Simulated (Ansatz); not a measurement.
A run of Ansatz 0.2.0:

The input input.yaml:

```yaml
crystal:
  lattice:
    - [3.759498915, 0.0, 0.0]
    - [-1.8797494575, 3.2558215659, 0.0]
    - [0.0, 0.0, 26.7304526348]
  atoms:
    - { symbol: As, position: [0.3333333333, 0.6666666667, 0.2805788627] }
    - { symbol: As, position: [0.6666666667, 0.3333333333, 0.3282077844] }
    - { symbol: As, position: [0.0, 0.0, 0.4109833137] }
    - { symbol: As, position: [0.3333333333, 0.6666666667, 0.4586122354] }
    - { symbol: As, position: [0.6666666667, 0.3333333333, 0.5413877646] }
    - { symbol: As, position: [0.0, 0.0, 0.5890166863] }
    - { symbol: As, position: [0.3333333333, 0.6666666667, 0.6717922156] }
    - { symbol: As, position: [0.6666666667, 0.3333333333, 0.7194211373] }
hamiltonian:
  xc: pbe
  pseudopotentials: { kind: paw }
kpoints:
  mp_grid: { grid: [8, 8, 1] }
scf:
  occupations: { method: fermi_dirac, width: 0.05 }
output:
  forces: true
  eigenvalues: true
efield:
  axis: 3
  dipole_correction: true
  ramp_width: 0.04
```

Potentials or basis: Ansatz PAW.

Launch:

```sh
$ ansatz run input.yaml --threads 4 --pin off --max-ram 11264MiB --backend cpu --events-out ev --progress --plain --runs-dir out
```

Hardware: 4 threads of Arm Neoverse V2 (shared host).

**Question.** Estimate the wall time of this run.

**Answer.** Wall time 4.5 s on 4 threads of Arm Neoverse V2 (shared host), peak memory 0.77 GiB. Counts: scf iterations 7, plane waves 6449, k points 10, bands 72.
